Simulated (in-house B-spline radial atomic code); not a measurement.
# Ce⁷⁺: binding energies from hole states

Wanted: ΔSCF binding energies of Ce⁷⁺.

Program: in-house B-spline radial atomic code version 1. Level of theory: Dirac-Hartree-Fock, average of configuration, Fermi nucleus, basis-set limit. These are calculated values, not measurements, unless marked.

## Step 1: The system

| Property | Result |
| --- | --- |
| element | cerium (Z = 58) |
| charge | +7 |
| electrons | 51 |
| configuration | [Kr] 4d10 5s2 5p3 |
| Hamiltonian | Dirac-Coulomb |
| nucleus | Fermi, rms radius 4.877 fm |

The outer shells:

[Kr] 4d10 5s2 5p3
```
[Kr] core
4d [↑↓][↑↓][↑↓][↑↓][↑↓]
5s [↑↓]
5p [↑ ][↑ ][↑ ]
```

The boxes draw the filling by Hund's rule, which heavy ions in jj coupling don't follow; these runs average over all states of the configuration.

Settings, as recorded:

```ini
Z = 58
electrons = 51.0
configuration = [Kr] 4d10 5s2 5p3
hamiltonian = dirac
method = hf
spin_polarised = False
nucleus = fermi
rms_radius = 4.8771
mass_number = 140
atomic_mass = 139.905448433
speed_of_light = 137.035999084
```

From the earlier run of the reference: total energy -8849.833311 hartree. Levels, eight at most:

```csv
orbital,occupation,energy (eV),<r> (bohr)
4s1/2,2,-411.87,0.6335
4p1/2,2,-347.92,0.6530
4p3/2,4,-328.14,0.6776
4d3/2,4,-221.13,0.7266
4d5/2,6,-217.59,0.7355
5s1/2,2,-129.35,1.408
5p1/2,1,-110.20,1.511
5p3/2,2,-106.34,1.559
```

## Step 2: The 3d5/2 hole

In configurations, a minus sign after the shell means j = l − 1/2 and a plus sign j = l + 1/2; the count of electrons follows.

Settings, as recorded:

```ini
Z = 58
electrons = 50.0
configuration = 1s2 2s2 2p6 3s2 3p6 3d-4 3d+5 4s2 4p6 4d10 5s2 5p3
hamiltonian = dirac
method = hf
spin_polarised = False
nucleus = fermi
rms_radius = 4.8771
mass_number = 140
atomic_mass = 139.905448433
speed_of_light = 137.035999084
```

## Step 3: The 4s hole

The settings differ from step 2 so:

```diff
@@ -2,3 +2,3 @@
 electrons = 50.0
-configuration = 1s2 2s2 2p6 3s2 3p6 3d-4 3d+5 4s2 4p6 4d10 5s2 5p3
+configuration = 1s2 2s2 2p6 3s2 3p6 3d10 4s1 4p6 4d10 5s2 5p3
 hamiltonian = dirac
```

## Step 4: The 4p1/2 hole

The settings differ from step 3 so:

```diff
@@ -2,3 +2,3 @@
 electrons = 50.0
-configuration = 1s2 2s2 2p6 3s2 3p6 3d10 4s1 4p6 4d10 5s2 5p3
+configuration = 1s2 2s2 2p6 3s2 3p6 3d10 4s2 4p-1 4p+4 4d10 5s2 5p3
 hamiltonian = dirac
```

## Step 5: The 4p3/2 hole

The settings differ from step 4 so:

```diff
@@ -2,3 +2,3 @@
 electrons = 50.0
-configuration = 1s2 2s2 2p6 3s2 3p6 3d10 4s2 4p-1 4p+4 4d10 5s2 5p3
+configuration = 1s2 2s2 2p6 3s2 3p6 3d10 4s2 4p-2 4p+3 4d10 5s2 5p3
 hamiltonian = dirac
```

## Step 6: The 4d3/2 hole

The settings differ from step 5 so:

```diff
@@ -2,3 +2,3 @@
 electrons = 50.0
-configuration = 1s2 2s2 2p6 3s2 3p6 3d10 4s2 4p-2 4p+3 4d10 5s2 5p3
+configuration = 1s2 2s2 2p6 3s2 3p6 3d10 4s2 4p6 4d-3 4d+6 5s2 5p3
 hamiltonian = dirac
```

## Step 7: The 4d5/2 hole

The settings differ from step 6 so:

```diff
@@ -2,3 +2,3 @@
 electrons = 50.0
-configuration = 1s2 2s2 2p6 3s2 3p6 3d10 4s2 4p6 4d-3 4d+6 5s2 5p3
+configuration = 1s2 2s2 2p6 3s2 3p6 3d10 4s2 4p6 4d-4 4d+5 5s2 5p3
 hamiltonian = dirac
```

## Step 8: The 5s hole

The settings differ from step 7 so:

```diff
@@ -2,3 +2,3 @@
 electrons = 50.0
-configuration = 1s2 2s2 2p6 3s2 3p6 3d10 4s2 4p6 4d-4 4d+5 5s2 5p3
+configuration = 1s2 2s2 2p6 3s2 3p6 3d10 4s2 4p6 4d10 5s1 5p3
 hamiltonian = dirac
```

## Step 9: The 5p hole

The settings differ from step 8 so:

```diff
@@ -2,3 +2,3 @@
 electrons = 50.0
-configuration = 1s2 2s2 2p6 3s2 3p6 3d10 4s2 4p6 4d10 5s1 5p3
+configuration = 1s2 2s2 2p6 3s2 3p6 3d10 4s2 4p6 4d10 5s2 5p2
 hamiltonian = dirac
```

What does each hole state cost in eV, and how does that compare with the orbital energies or single holes?

**Answer**, as computed:

| hole | ΔSCF (eV) | with Breit, QED, recoil (eV) | −ε of the parent (eV) | −ε less ΔSCF (eV) |
| --- | --- | --- | --- | --- |
| 3d5/2 | 996.13 | 995.71 | 1011.14 | 15.01 |
| 4s | 408.18 | 407.58 | 411.87 | 3.69 |
| 4p1/2 | 343.83 | 343.34 | 347.92 | 4.10 |
| 4p3/2 | 324.78 | 324.51 | 328.14 | 3.36 |
| 4d3/2 | 218.05 | 218.01 | 221.13 | 3.07 |
| 4d5/2 | 214.60 | 214.63 | 217.59 | 2.99 |
| 5s | 128.94 | 128.81 | 129.35 | 0.41 |
| 5p | 107.30 | 107.24 | - | - |

**Reading.** Every ΔSCF value lies below −ε, since the other electrons relax into the hole: by 15.0 eV for 3d5/2 and 0.41 eV for 5s. Two partly filled shells share a symmetry and can mix in the average, which may lower the energy, in these hole states: 4p1/2; 4p3/2. A dash stands where an open shell is averaged over j, so that no single parent level belongs to the hole. Values are for the free ion, measured from the vacuum level.
